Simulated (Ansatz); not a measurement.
# SiGeH2+ (doublet): from Hartree-Fock to the top rungs, cc-pVTZ

How much of the correlation energy of SiGeH2+ (doublet) does each wave-function method recover here?

The runs use Ansatz 0.2.0, Gaussian basis; cc-pVTZ, core rule «outside noble gas», up to 19 orbitals frozen.

To be run: UHF; CCSD(T) on ROHF; CCSD(T) on UHF; BCCD(T) on ROHF; CCSDT(Q) on ROHF; CCSDT(Q) on UHF; CASSCF and MRCISD+Q, 9 electrons in 10 orbitals; CASSCF and NEVPT2, 9 electrons in 10 orbitals.

4 further runs of the same task are left out: 4 set aside as unsound or not needed.

**1. The system**

The geometry is a PBE0/def2-TZVP stationary point (not a proven minimum) of the parent state, kept for this charge and spin. No spin-orbit coupling is included. The filled d shell of Ge may be among the frozen orbitals whatever the setting's name suggests; the logs give the count.

4 atoms, charge 1, spin multiplicity 2.

Atoms are counted from 1 here; the program's logs count them from 0.

Bond lengths: Si1–Ge2 2.151 Å, Si1–H3 1.691 Å, Ge2–H3 1.746 Å, Ge2–H4 1.541 Å. Angles: Ge2–Si1–H3 52.4°, Si1–Ge2–H3 50.1°, Si1–Ge2–H4 159.6°, H3–Ge2–H4 109.5°, Si1–H3–Ge2 77.4°.

**2. UHF**

in.yaml reads:

```yaml
crystal:
  periodic: [false, false, false]
  atoms:
    - {symbol: Si, position_ang: [0.000000, -0.003907, 1.566064]}
    - {symbol: Ge, position_ang: [0.000000, -0.023839, -0.584529]}
    - {symbol: H, position_ang: [0.000000, 1.326646, 0.522598]}
    - {symbol: H, position_ang: [0.000000, 0.500279, -2.034109]}
basis:
  gaussian: {orbitals: cc-pVTZ}
total_charge: 1
magnetization: {spin_polarized: true, initial_magnetization: 1}
hamiltonian: {xc: hf}
output: {orbitals: {seedname: orbitals}}
```

Launch:

```
$ ansatz run in.yaml --threads 1 --pin off --events-out ev --progress --plain --max-ram 2816MiB --backend cpu
```

After this run come: CCSD(T) on ROHF; CCSD(T) on UHF; BCCD(T) on ROHF; CCSDT(Q) on ROHF; CCSDT(Q) on UHF; CASSCF and MRCISD+Q, 9 electrons in 10 orbitals; CASSCF and NEVPT2, 9 electrons in 10 orbitals.

**Question.** What will the summary of the whole plan be? Wanted: UCCSDT(Q) below the RHF energy; RMP2 from UCCSDT(Q); UMP2 from UCCSDT(Q); RCCSD from UCCSDT(Q); RCCSD(T) from UCCSDT(Q); UCCSD(T) from UCCSDT(Q); RCCSDT(Q) from UCCSDT(Q); NEVPT2 valence from UCCSDT(Q); MRCISD+Q valence from UCCSDT(Q).

**Answer**, as computed:

```
                         quantity                                        value
   UCCSDT(Q) below the RHF energy                                   -6.2001 eV
              RMP2 from UCCSDT(Q)                                  +1208.4 meV
              UMP2 from UCCSDT(Q)                                  +1225.7 meV
             RCCSD from UCCSDT(Q)                                   +347.1 meV
          RCCSD(T) from UCCSDT(Q)                                    +61.3 meV
          UCCSD(T) from UCCSDT(Q)                                    +60.4 meV
         RCCSDT(Q) from UCCSDT(Q)                                     +2.5 meV
    NEVPT2 valence from UCCSDT(Q)                                   +849.7 meV
  MRCISD+Q valence from UCCSDT(Q)                                    +20.7 meV
levels within 1 kcal/mol (43 meV)  RCCSDT, UCCSDT, RCCSDT(Q), MRCISD+Q valence
                    T1 diagnostic                                        0.020
   effectively unpaired electrons                                         1.07
```

RCCSD(T) lands +61.3 meV from the yardstick (1.0 % of the correlation energy). One determinant dominates. Of the multireference levels listed MRCISD+Q valence comes nearest in total energy (+20.7 meV), which doesn't show that its space is the better one. These misses are within one basis, not against nature; the frozen cores of restricted and unrestricted runs differ, which can shift their rows.
